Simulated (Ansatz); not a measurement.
# CaWO4: the cost of one run

Method: DFT r²SCAN, scalar-relativistic, plane waves, PAW, in Ansatz 0.2.0.

2 further runs of the same task are left out: 1 that didn't finish, 1 set aside as unsound or not needed.

## 1. The structure to begin with

The cell holds 24 atoms (Ca3LuO16W4): a = 6.775 Å, b = 6.775 Å, c = 7.415 Å, α = 90.00°, β = 90.00°, γ = 113.65°.

As a file:

```
CELL_PARAMETERS angstrom
-2.62158 -2.62158 5.67112
-2.62158 -2.62158 -5.67112
5.24316 -5.24316 0.00000
ATOMIC_POSITIONS crystal
Lu 0.50000 0.00000 0.75000
Ca 0.00000 0.50000 0.25000
Ca 0.00000 0.00000 0.50000
Ca 0.50000 0.50000 0.00000
W 0.50000 0.00000 0.25000
W 0.00000 0.50000 0.75000
W 0.00000 0.00000 0.00000
W 0.50000 0.50000 0.50000
O 0.87011 0.04207 0.80260
O 0.37011 0.54207 0.30260
O 0.95793 0.12989 0.19740
O 0.45793 0.62989 0.69740
O 0.62989 0.95793 0.44740
O 0.12989 0.45793 0.94740
O 0.04207 0.37011 0.55260
O 0.54207 0.87011 0.05260
O 0.11142 0.78338 0.70609
O 0.61142 0.28338 0.20609
O 0.21662 0.88858 0.29391
O 0.71662 0.38858 0.79391
O 0.38858 0.21662 0.54391
O 0.88858 0.71662 0.04391
O 0.78338 0.61142 0.45609
O 0.28338 0.11142 0.95609
```

The host was relaxed before at r²SCAN: a = 5.243 Å, b = 5.243 Å, c = 11.342 Å, α = 90.00°, β = 90.00°, γ = 90.00° (conventional cell), 12.992 Å³/atom.

Places, in fractions of the supercell: Lu in place of Ca at (0.500, 0.000, 0.750). The start keeps the symmetry of the ideal site.

## 2. Band edges of the host over the zone

input.yaml

```yaml
crystal:
  lattice:
    - [-2.6215777339, 2.6215777339, 5.6711192889]
    - [2.6215777339, -2.6215777339, 5.6711192889]
    - [2.6215777339, 2.6215777339, -5.6711192889]
  atoms:
    - { symbol: Ca, position: [0.25, 0.75, 0.5] }
    - { symbol: Ca, position: [0.5, 0.5, 0.0] }
    - { symbol: W, position: [0.75, 0.25, 0.5] }
    - { symbol: W, position: [0.0, 0.0, 0.0] }
    - { symbol: O, position: [0.1553259932, 0.7605331047, 0.0878207914] }
    - { symbol: O, position: [0.6727123133, 0.0675052018, 0.9121792086] }
    - { symbol: O, position: [0.5946740068, 0.4894668953, 0.4121792086] }
    - { symbol: O, position: [0.0772876867, 0.1824947982, 0.5878207914] }
    - { symbol: O, position: [0.5105331047, 0.9227123133, 0.1052071115] }
    - { symbol: O, position: [0.8175052018, 0.4053259932, 0.8947928885] }
    - { symbol: O, position: [0.2394668953, 0.3272876867, 0.3947928885] }
    - { symbol: O, position: [0.9324947982, 0.8446740068, 0.6052071115] }
basis:
  ecutwfc: 500
  xc_grid: 3
kpoints:
  mp_grid: { grid: [6, 6, 6] }
  band_path: { path: [VBM, CBM], npoints: 2 }
hamiltonian:
  xc: r2scan
scf:
  occupations: { method: gaussian, width: 0.02 }
output:
  forces: true
  stress: true
  eigenvalues: true
```

Started as:

```bash
$ ansatz run input.yaml --threads 8 --pin off --max-ram 14336MiB --backend cpu --events-out ev --progress --plain --runs-dir out
```

**Question.** How long does this run take on 8 threads of Arm Neoverse V1, shared host, and how much memory does it need?

About 16 s, with a peak of 1.3 GiB.
